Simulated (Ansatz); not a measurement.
**AlF₃H₃P: one species, many methods**

How much do the methods differ for AlF₃H₃P? The plan is to run it at one geometry with functionals of several rungs and with coupled cluster. The yardstick is the atomisation energy at the CCSD(T) limit.

Program: Ansatz 0.2.0, Gaussian basis. Level of theory: functionals in def2-TZVPP, the program's frozen cores in correlated methods. These are calculated values, not measurements.

The runs, in order: LDA (SPW92), PBE-D4, revPBE-D4, BLYP-D4, r2SCAN-D4, B97M-V, PBE0-D4, B3LYP-D4, r2SCANh-D4, r2SCAN0-D4, HSE06-D4, BHLYP-D4, CAM-B3LYP-D4, LC-ωPBE, ωB97X-V, ωB97M-V, B2PLYP, PBE-QIDH; CCSD(T)/def2-SVP; CCSD(T)/def2-TZVPP; MP2/def2-QZVPP; extrapolation to the limit; RPA on PBE.

### Step 1. Structure used throughout

The geometry comes from an earlier relaxation with PBE0-D4 in a triple-zeta def2 set; it is a stationary point, not always the lowest conformer.

8 atoms, charge 0, spin multiplicity 1.

Atoms are counted from 1 here; the program's logs count them from 0.

Bond lengths: F1–P2 1.549 Å, P2–F3 1.549 Å, P2–F4 1.549 Å, P2–Al5 2.508 Å, Al5–H6 1.593 Å, Al5–H7 1.593 Å, Al5–H8 1.593 Å. Angles: F1–P2–F3 99.8°, F1–P2–F4 99.8°, F1–P2–Al5 117.9°, F3–P2–F4 99.8°, F3–P2–Al5 118.0°, F4–P2–Al5 118.0°, P2–Al5–H6 93.9°, P2–Al5–H7 93.9°, P2–Al5–H8 94.0°, H6–Al5–H7 119.5°, H6–Al5–H8 119.6°, H7–Al5–H8 119.5°.

As a file:

```mol
AlF3H3P
  3D, bonds by distance, orders not assigned

  8  7  0  0  0  0  0  0  0  0999 V2000
    1.4563   -0.5852    1.5693 F   0  0
    0.6412   -0.7517    0.2627 P   0  0
    0.0490   -2.1633    0.4994 F   0  0
    1.7856   -1.1070   -0.7188 F   0  0
   -0.9319    1.0917   -0.3822 Al  0  0
   -1.7869    0.9793    0.9578 H   0  0
    0.2219    2.1856   -0.4881 H   0  0
   -1.4351    0.3506   -1.7001 H   0  0
  1  2  8  0
  2  3  8  0
  2  4  8  0
  2  5  8  0
  5  6  8  0
  5  7  8  0
  5  8  8  0
M  END
```

### Step 2. LDA

This LDA is Slater exchange with PW92 correlation.

in.yaml

```yaml
crystal:
  periodic: [false, false, false]
  atoms:
    - {symbol: F, position_ang: [1.456294, -0.585154, 1.569272]}
    - {symbol: P, position_ang: [0.641170, -0.751662, 0.262703]}
    - {symbol: F, position_ang: [0.048984, -2.163267, 0.499443]}
    - {symbol: F, position_ang: [1.785617, -1.107047, -0.718765]}
    - {symbol: Al, position_ang: [-0.931935, 1.091659, -0.382242]}
    - {symbol: H, position_ang: [-1.786860, 0.979314, 0.957779]}
    - {symbol: H, position_ang: [0.221856, 2.185604, -0.488087]}
    - {symbol: H, position_ang: [-1.435136, 0.350553, -1.700104]}
basis:
  gaussian: {orbitals: def2-TZVPP}
hamiltonian: {xc: lda}
output: {orbitals: {seedname: orbitals}}
```

The run is started by

```sh
> ansatz run in.yaml --threads 4 --pin off --events-out ev --progress --plain --max-ram 10444MiB
```

After this run come: PBE-D4 (GGA); revPBE-D4 (GGA); BLYP-D4 (GGA); r2SCAN-D4 (meta-GGA); B97M-V (meta-GGA); B3LYP-D4 (hybrid); r2SCANh-D4 (hybrid); r2SCAN0-D4 (hybrid); HSE06-D4 (hybrid); BHLYP-D4 (hybrid); CAM-B3LYP-D4 (range-separated); LC-ωPBE (range-separated); ωB97X-V (range-separated); ωB97M-V (range-separated); B2PLYP (double hybrid); PBE-QIDH (double hybrid); CCSD(T) in def2-SVP; CCSD(T) in def2-TZVPP; MP2 in def2-QZVPP; RPA on PBE orbitals.

**Question.** What will the summary of the whole plan be? Wanted: atomisation energy, CCSD(T)/CBS; farthest beyond LDA; mean size of error, GGA; mean size of error, meta-GGA; mean size of error, hybrid; mean size of error, range-separated; mean size of error, double hybrid; gap, smallest and largest; T1 diagnostic.

**Answer**, as computed:

| quantity | value |
| --- | --- |
| atomisation energy, CCSD(T)/CBS | 25.493 eV |
| functionals within 0.127 eV (0.5 %) | BLYP-D4, r2SCAN-D4, CAM-B3LYP-D4 |
| farthest beyond LDA | BHLYP-D4 (-1.233 eV) |
| mean size of error, GGA | 0.282 eV |
| mean size of error, meta-GGA | 0.192 eV |
| mean size of error, hybrid | 0.616 eV |
| mean size of error, range-separated | 0.178 eV |
| mean size of error, double hybrid | 0.597 eV |
| gap, smallest and largest | 5.12 eV (LDA (SPW92)), 12.56 eV (LC-ωPBE) |
| T1 diagnostic | 0.0133 |
| triples share of the correlation energy | 2.9 % |

The LDA atomisation energy is off by 4.221 eV (17 %): it overbinds. PBE-D4 misses by +0.214 eV. Double hybrids carry the basis error of their MP2 part in triple zeta, and no dispersion term here, so their miss is partly the set-up's. By mean error the best rung here is range-separated (0.178 eV) and the worst beyond LDA is hybrid (0.616 eV). The gap between the best rungs is small, so their order is not settled. The mean of the hybrids holds BHLYP, with half exact exchange. Misses under about 0.127 eV are within the doubt on the reference itself, which lacks core-valence correlation, relativity and higher excitations. Hartree-Fock recovers 69 % of the binding; the rest is correlation. CCSD(T) in def2-SVP is off by -3.051 eV, more than most functionals: a good method in a small basis is no reference. Orbital gaps span 5.1 to 12.6 eV; exact exchange widens them.
